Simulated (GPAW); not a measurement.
AlN:

```xyz
4
Lattice="3.1130 0.0000 0.0000 -1.5565 2.6959 0.0000 0.0000 0.0000 4.9810" Properties=species:S:1:pos:R:3 pbc="T T T"
Al    0.0000    1.7973    4.9761
Al    1.5565    0.8986    2.4856
N     0.0000    1.7973    1.8977
N     1.5565    0.8986    4.3882
```

Base run:

```yaml
Program: GPAW 26.7.0
Functional: GLLB-SC
Potentials_or_basis: the program's PAW data sets (release 1.2.1) made for this functional
Cutoff: 800 eV
Basis: pw
k_mesh: 7 × 7 × 4
Occupations: fermi-dirac, width 0.05 eV
Spin: no spin polarisation
```

Its results: band gap on the k mesh, kohn-sham part alone 4.64 eV, direct.

Question: The run is repeated on the same cell with these changes: functional from GLLB-SC to LDA. What comes out?

Answer: Band gap on the k mesh 4.25 eV, direct.

Caveats: a model potential gives levels but no total energy (some runs); an odd mesh through Γ misses points on the zone boundary, where band edges often lie (some runs).

Not every run made on this cell is shown here.
